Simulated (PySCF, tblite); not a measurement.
# C6H8FOSi radical: geometry, infrared bands and EPR parameters

What infrared bands and EPR parameters should C6H8FOSi radical (`C#C[C@@H]1COC[C](F)[SiH2]1`) show?

Programs: tblite 0.8.0 and PySCF 2.14.0, with density-fitted response routines of our own. Each step states its level of theory. These are calculated values for one molecule in the gas phase, unless marked as measured. Atoms are numbered from 0 throughout.

## Step 1: The molecule as given

17 atoms, charge 0, multiplicity 2; geometry from: force field or distance geometry start.

Bonds of the start (Å): C0–C1 1.22, C1–C2 1.46, C2–C3 1.55, C3–O4 1.43, O4–C5 1.43, C5–C6 1.49, C6–F7 1.35, C6–Si8 1.83, Si8–C2 1.91, C0–H9 1.05, C2–H10 1.10, C3–H11 1.10, C3–H12 1.08, C5–H13 1.09, C5–H14 1.10, Si8–H15 1.49, Si8–H16 1.48.

## Step 2: Optimising the geometry with GFN2-xTB

What the job is given:

```
{"job": {"kind": "relax", "xc": "GFN2-xTB", "basis": "xTB"}, "charge": 0, "multiplicity": 2}
C      3.414300    -0.256600    -0.386700
C      2.208400    -0.203700    -0.533800
C      0.759500    -0.146600    -0.704900
C      0.215100     1.270500    -0.390300
O     -1.198300     1.338700    -0.608500
C     -1.989700     0.775000     0.435900
C     -1.850400    -0.702900     0.514400
F     -2.909400    -1.473800     0.825100
Si    -0.188600    -1.439400     0.325700
H      4.460300    -0.296500    -0.261900
H      0.503700    -0.367400    -1.756700
H      0.444700     1.578600     0.645200
H      0.681400     1.995200    -1.040400
H     -3.024800     1.022900     0.219400
H     -1.734700     1.260300     1.395200
H      0.431600    -1.593300     1.676600
H     -0.230000    -2.749100    -0.364200
```

Run with:

```console
> OMP_NUM_THREADS=1 python probes_run.py task.json out
```

The driver reads the jobs from task.json and runs them one after another.

Standard output:

```text
step      E/eV     max force
  0    -742.88722    1.823
  1    -742.88678    4.030
  2    -742.96297    0.436
  3    -742.97827    0.385
  4    -743.00092    0.316
  5    -743.00818    0.249
  6    -743.01590    0.155
  7    -743.01948    0.127
  8    -743.02195    0.134
  9    -743.02355    0.121
 10    -743.02537    0.098
 11    -743.02711    0.127
 12    -743.02868    0.109
 13    -743.02990    0.092
 14    -743.03095    0.082
 15    -743.03193    0.075
 16    -743.03279    0.081
 17    -743.03346    0.063
 18    -743.03405    0.062
 19    -743.03472    0.065
 20    -743.03558    0.083
 21    -743.03660    0.088
 22    -743.03763    0.088
 23    -743.03859    0.078
 24    -743.03947    0.074
 25    -743.04031    0.075
 26    -743.04107    0.059
 27    -743.04176    0.056
 28    -743.04245    0.060
 29    -743.04322    0.066
 30    -743.04399    0.065
 31    -743.04467    0.052
 32    -743.04525    0.050
 33    -743.04587    0.067
 34    -743.04660    0.070
 35    -743.04735    0.069
 36    -743.04808    0.069
 37    -743.04884    0.079
 38    -743.04979    0.083
 39    -743.05104    0.083
 40    -743.05237    0.090
 41    -743.05333    0.070
 42    -743.05391    0.051
 43    -743.05440    0.055
 44    -743.05489    0.066
 45    -743.05506    0.094
 46    -743.05557    0.045
 47    -743.05580    0.050
 48    -743.05626    0.052
 49    -743.05667    0.070
 50    -743.05733    0.066
 51    -743.05774    0.041
 52    -743.05799    0.037
 53    -743.05817    0.033
 54    -743.05836    0.032
 55    -743.05856    0.033
 56    -743.05872    0.030
 57    -743.05885    0.030
 58    -743.05899    0.032
 59    -743.05912    0.028
 60    -743.05920    0.023
 61    -743.05926    0.024
 62    -743.05932    0.023
 63    -743.05938    0.021
 64    -743.05945    0.020
 65    -743.05952    0.021
 66    -743.05958    0.020
 67    -743.05964    0.017
 68    -743.05969    0.013
 69    -743.05972    0.011
 70    -743.05974    0.012
 71    -743.05976    0.015
 72    -743.05980    0.018
 73    -743.05984    0.014
 74    -743.05987    0.014
 75    -743.05989    0.013
 76    -743.05991    0.013
 77    -743.05995    0.017
 78    -743.05998    0.015
 79    -743.06002    0.014
 80    -743.06006    0.014
 81    -743.06012    0.020
 82    -743.06021    0.025
 83    -743.06030    0.019
 84    -743.06036    0.023
 85    -743.06042    0.023
 86    -743.06047    0.020
 87    -743.06055    0.021
 88    -743.06062    0.020
 89    -743.06068    0.016
 90    -743.06073    0.018
 91    -743.06079    0.028
 92    -743.06087    0.031
 93    -743.06094    0.024
 94    -743.06100    0.018
 95    -743.06104    0.015
 96    -743.06109    0.018
 97    -743.06117    0.022
 98    -743.06124    0.018
 99    -743.06127    0.011
100    -743.06129    0.009
```

It took 0.76 s on 1 thread of Arm Neoverse V1, shared host; peak memory 0.17 GiB.

Relaxation path: (not every step is listed)

```csv
step,energy from step 0 (eV),largest force (eV/Å)
0,0.0000,1.8229
1,0.0004,4.0296
2,-0.0758,0.4363
3,-0.0910,0.3847
4,-0.1137,0.3156
5,-0.1210,0.2486
6,-0.1287,0.1548
7,-0.1323,0.1274
8,-0.1347,0.1339
16,-0.1456,0.0811
24,-0.1523,0.0738
32,-0.1580,0.0502
40,-0.1652,0.0903
48,-0.1690,0.0524
56,-0.1715,0.0304
64,-0.1722,0.0196
72,-0.1726,0.0176
80,-0.1728,0.0144
88,-0.1734,0.0201
95,-0.1738,0.0150
96,-0.1739,0.0180
97,-0.1739,0.0224
98,-0.1740,0.0176
99,-0.1741,0.0110
100,-0.1741,0.0094
```

Close pairs (by a distance rule), those that changed most:

```csv
bond,before (Å),after (Å),change (Å)
C6–Si8,1.827,1.856,+0.029
O4–C5,1.426,1.400,-0.026
Si8–H15,1.494,1.469,-0.026
C3–O4,1.432,1.413,-0.019
C0–C1,1.216,1.197,-0.019
C1–C2,1.460,1.442,-0.019
C3–H12,1.079,1.095,+0.015
C2–Si8,1.906,1.920,+0.015
```

The next job starts from the end point, and lists it.

## Step 3: Vibrational analysis with GFN2-xTB

What the job is given:

```
{"job": {"kind": "ir", "xc": "GFN2-xTB", "basis": "xTB"}, "charge": 0, "multiplicity": 2}
C      3.359250    -0.233118    -0.290330
C      2.183150    -0.193323    -0.511820
C      0.760680    -0.150958    -0.741777
C      0.197827     1.230931    -0.374148
O     -1.186277     1.336428    -0.638848
C     -2.022626     0.788540     0.341263
C     -1.729230    -0.630751     0.662746
F     -2.670694    -1.213111     1.439142
Si    -0.153833    -1.519772     0.247283
H      4.392678    -0.269178    -0.115488
H      0.585313    -0.300247    -1.812183
H      0.405518     1.456575     0.681059
H      0.666798     2.004733    -0.990322
H     -3.045039     0.891550    -0.046468
H     -1.971716     1.393655     1.271666
H      0.598592    -1.876407     1.457324
H     -0.377390    -2.703516    -0.589010
```

Standard output:

```text
mode    cm-1     km/mol
  1      34.9      1.67
  2      89.2      3.26
  3     118.4      0.42
  4     167.0      1.51
  5     192.5      3.41
  6     253.5      9.18
  7     291.5      7.44
  8     326.6      6.70
  9     374.6      4.46
 10     381.6      1.67
 11     439.4      5.44
 12     483.1     77.09
 13     515.8      4.37
 14     553.3      7.91
 15     613.6     26.74
 16     629.6      2.14
 17     659.2     22.50
 18     687.6    173.35
 19     708.0    153.30
 20     787.1    208.49
 21     891.7      0.18
 22     948.6     17.32
 23     989.5     29.96
 24    1034.7     14.05
 25    1064.9     16.22
 26    1103.6    134.70
 27    1144.1     12.40
 28    1172.9     50.31
 29    1193.3      4.75
 30    1213.1     29.12
 31    1241.6     11.24
 32    1279.8      8.28
 33    1313.6      6.95
 34    1333.9     24.13
 35    1420.2     14.95
 36    1468.7      1.36
 37    2210.7    349.96
 38    2240.6    191.30
 39    2285.4     37.26
 40    2722.2     45.19
 41    2882.9     43.68
 42    2899.8     16.39
 43    2928.3     40.14
 44    2947.0     32.86
 45    3397.7      4.95
```

It took 0.69 s on 1 thread of Arm Neoverse V1, shared host; peak memory 0.17 GiB.

Which atoms move in the most intense modes:

```csv
cm⁻¹,km/mol,atoms
483,77.1,"H16 36 %, H15 31 %, Si8 16 %"
688,173.3,"H15 32 %, H16 19 %, H9 16 %, C2 12 %"
708,153.3,"Si8 26 %, C2 21 %, H16 14 %"
787,208.5,"H15 47 %, H16 47 %"
1104,134.7,"O4 36 %, C5 21 %, C3 17 %, C6 10 %"
1173,50.3,C6 46 %
2211,350.0,"H15 78 %, H16 18 %"
2241,191.3,"H16 78 %, H15 19 %"
```

## Step 4: g tensor and hyperfine couplings: B3LYP/pcH-1

Settings changed since step 3:

```diff
@@ -1,2 +1,2 @@
-{"job": {"kind": "ir", "xc": "GFN2-xTB", "basis": "xTB"}, "charge": 0, "multiplicity": 2}
+{"job": {"kind": "epr", "basis": "pcH-1"}, "charge": 0, "multiplicity": 2}
 C      3.359250    -0.233118    -0.290330
```

Method: UKS B3LYP, pcH-1 on C F H O Si, non-relativistic, mean-field spin-orbit, GIAO.

Standard output:

```text
UKS, coarse grid
  cycle   1  E = -697.79753675  |g| = 5.48e-01
  cycle   2  E = -697.68575162  |g| = 8.01e-01
  cycle   3  E = -697.90053090  |g| = 1.08e-01
  cycle   4  E = -697.90421918  |g| = 4.58e-02
  cycle   5  E = -697.90495149  |g| = 2.67e-02
  cycle   6  E = -697.90528784  |g| = 5.57e-03
  cycle   7  E = -697.90530427  |g| = 1.36e-03
  cycle   8  E = -697.90530548  |g| = 9.25e-04
UKS, final grid
  cycle   1  E = -697.90536103  |g| = 1.41e-03
  cycle   2  E = -697.90535995  |g| = 2.35e-03
  cycle   3  E = -697.90536170  |g| = 1.33e-04
  cycle   4  E = -697.90536171  |g| = 3.67e-05
  cycle   5  E = -697.90536171  |g| = 4.59e-05
  cycle   6  E = -697.90536171  |g| = 7.91e-06
E = -697.90536171 Eh   <S^2> = 0.7538 (exact 0.7500)
g shifts (ppm)      1          2          3
  rmc          -177       -177       -177
  gc             -3         34         33
  oz_so        -110       2395       2747
  total        -290       2252       2603
hyperfine (MHz)  atom isotope    a_iso     a_fc   dipolar eigenvalues
    0   13C       0.02       0.02     -0.49      0.09      0.40
    1   13C      -1.09      -1.09     -0.33     -0.10      0.44
    2   13C      -1.11      -1.11     -0.79     -0.38      1.18
    3   13C      -1.52      -1.52     -0.74     -0.39      1.13
    4   17O       0.87       0.87     -1.37      0.39      0.98
    5   13C     -32.55     -32.57     -1.77     -0.13      1.90
    6   13C      96.76      96.69    -79.45    -76.50    155.95
    7   19F     137.97     137.36   -246.01   -213.31    459.31
    8  29Si      42.97      43.03     -2.45     -1.60      4.04
    9    1H       0.00       0.00     -0.37     -0.27      0.65
   10    1H       0.95       0.94     -1.72     -1.65      3.37
   11    1H       1.43       1.43     -2.63     -2.24      4.87
   12    1H       2.16       2.16     -1.17     -1.06      2.23
   13    1H      87.44      87.43     -4.64     -4.16      8.80
   14    1H     118.14     118.14     -5.14     -3.39      8.53
   15    1H      63.34      63.34     -3.36     -1.85      5.21
   16    1H      51.71      51.71     -3.30     -1.95      5.24
```

Run time: 2.3 min. Hardware: 1 thread of Arm Neoverse V1, shared host; peak memory 1.1 GiB.

Principal g values 2.00203, 2.00457, 2.00492; g(iso) = 2.00384, against 2.00232 for a free electron.

Hyperfine couplings, nucleus by nucleus at this fixed geometry (no averaging over rotations):

```csv
nuclei,isotope,a(iso) (MHz),"a(iso) (G, at g = 2.0023)",largest dipolar term (MHz)
F7,19F,138.0,49.2,459.3
H14,1H,118.1,42.2,8.5
C6,13C,96.8,34.5,156.0
H13,1H,87.4,31.2,8.8
H15,1H,63.3,22.6,5.2
H16,1H,51.7,18.5,5.2
Si8,29Si,43.0,15.3,4.0
C5,13C,-32.6,-11.6,1.9
H12,1H,2.2,0.8,2.2
C3,13C,-1.5,-0.5,1.1
H11,1H,1.4,0.5,4.9
C2,13C,-1.1,-0.4,1.2
C1,13C,-1.1,-0.4,0.4
H10,1H,0.9,0.3,3.4
```

Mulliken spin populations:

C0 0.00; C1 0.00; C2 0.00; C3 0.00; O4 0.00; C5 -0.07; C6 0.87; F7 0.06; Si8 -0.02; H9 0.00; H10 0.00; H11 0.00; H12 0.00; H13 0.04; H14 0.05; H15 0.04; H16 0.03

In first order the couplings over 0.8 MHz of 19F, 1H give 256 distinct lines over 165.3 G.

The fields below are evaluated on a grid from the run's orbitals.

ELF in a plane through or near 6 of the atoms.

Values, 10 rows by 14 columns:
```
0.00 0.00 0.00 0.00 0.00 0.00 0.00 0.00 0.00 0.00 0.00 0.00 0.00 0.00
0.00 0.00 0.00 0.00 0.00 0.00 0.01 0.02 0.00 0.00 0.00 0.00 0.00 0.00
0.00 0.00 0.00 0.00 0.00 0.02 0.23 0.40 0.03 0.11 0.10 0.00 0.00 0.00
0.00 0.00 0.00 0.13 0.20 0.02 0.16 0.49 0.61 0.51 0.71 0.03 0.00 0.00
0.00 0.00 0.16 0.53 0.81 0.37 0.85 0.13 0.63 0.46 0.20 0.00 0.00 0.00
0.00 0.00 0.61 0.70 0.86 0.78 0.62 0.19 0.35 0.23 0.93 0.25 0.00 0.00
0.00 0.00 0.05 0.42 0.62 0.06 0.54 0.38 0.75 0.38 0.88 0.15 0.00 0.00
0.00 0.00 0.00 0.01 0.01 0.32 1.00 0.20 0.67 0.06 0.01 0.00 0.00 0.00
0.00 0.00 0.00 0.00 0.00 0.03 0.53 0.02 0.00 0.00 0.00 0.00 0.00 0.00
0.00 0.00 0.00 0.00 0.00 0.00 0.00 0.00 0.00 0.00 0.00 0.00 0.00 0.00
```
The map spans 13.9 Å across and 10.2 Å up, centred on the molecule. Atoms in the plane (x, y in Å): C1 (-2.2, 0.0), C3 (-0.1, -1.3), C5 (2.1, -0.6), C6 (1.8, 0.9), Si8 (0.0, 1.5), H12 (-0.6, -2.2).

On the surface of density 0.002 e/bohr³ the electrostatic potential runs, from the 1st to the 99th percentile, from -1.11 V near O4 to 1.37 V near H9.

The spin density lies nearest to C6 67 %; F7 10 %.

## Step 5: Outcome

```
                                                                  quantity                  value
                                 strongest single infrared mode (GFN2-xTB)  2211 cm⁻¹, 350 km/mol
                                              zero-point energy (GFN2-xTB)          73.8 kcal/mol
                                                            g(iso) (B3LYP)                2.00384
                                                                      ⟨S²⟩     0.754 (exact 0.75)
                                                            largest a(iso)   19F on F7, 138.0 MHz
potential on the surface of density 0.002 e/bohr³, 1st and 99th percentile     -1.11 V and 1.37 V
```

**Reading.** Relaxing lowered the energy by 0.174 eV in 100 steps; the close pair that moved most is C6–Si8, from 1.827 to 1.856 Å. No mode is imaginary among the 45: a minimum at this level. The strongest single mode, at 2211 cm⁻¹, moves mainly H15. Unscaled tight-binding wavenumbers are off by several per cent, some by more. Its intensities can rank the bands wrongly. C6 carries the largest spin population, 0.87 e. The isotropic g lies 1.5 ppt above the free-electron value. These values are for one conformer; the search (at its own cheap level) found 2 more, at 0.00, 1.49 kcal/mol (those within 0.05 may be mirror or relabelled copies), and measured spectra average over such forms.
